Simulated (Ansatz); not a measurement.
Crystal: HfMo.

```
Hf Mo
1.0
     1.67120   -2.47247    0.00000
     1.67120    2.47247    0.00000
     0.00000    0.00000    4.44701
Hf Mo
1 1
Direct
  0.00000 0.00000 0.00000
  0.50000 0.50000 0.50000
```

The cell comes from a database or a generator and needn't be the stable form of this composition.

```yaml
Program: Ansatz 0.2.0
Task: single point
Functional: PBE
Potentials_or_basis: Ansatz PAW
Cutoff: "420 eV (not typed: the program's choice for these potentials)"
k_mesh: 10 × 10 × 6
Occupations: fermi-dirac, width 0.05 eV
Spin: no spin polarisation
```

On this cell: pressure 0.2 GPa; largest force under 0.003 eV/Å; band gap on the k mesh none (metal or under the smearing width).

The same run follows on a disturbed copy (atoms moved at random, drawn with an rms of 0.05 Å):

```
Hf Mo
1.0
     1.67120   -2.47247    0.00000
     1.67120    2.47247    0.00000
     0.00000    0.00000    4.44701
Hf Mo
1 1
Cartesian
  -0.0338 -0.0058 0.0101
  1.6522 0.0010 2.2866
```

Task: What changes?

Result: The energy (extrapolated to zero smearing) moves by +4.8 meV/atom; pressure 0.3 GPa; largest force 0.357 eV/Å; band gap on the k mesh none (metal or under the smearing width).

Forces in eV/Å, atoms in the order of the input:
```
Hf   0.100  0.015  0.342
Mo  -0.100 -0.015 -0.342
```

Stress tensor (GPa, compression positive):
```
 1.04  0.00  0.06
 0.00 -0.72  0.00
 0.06  0.00  0.71
```
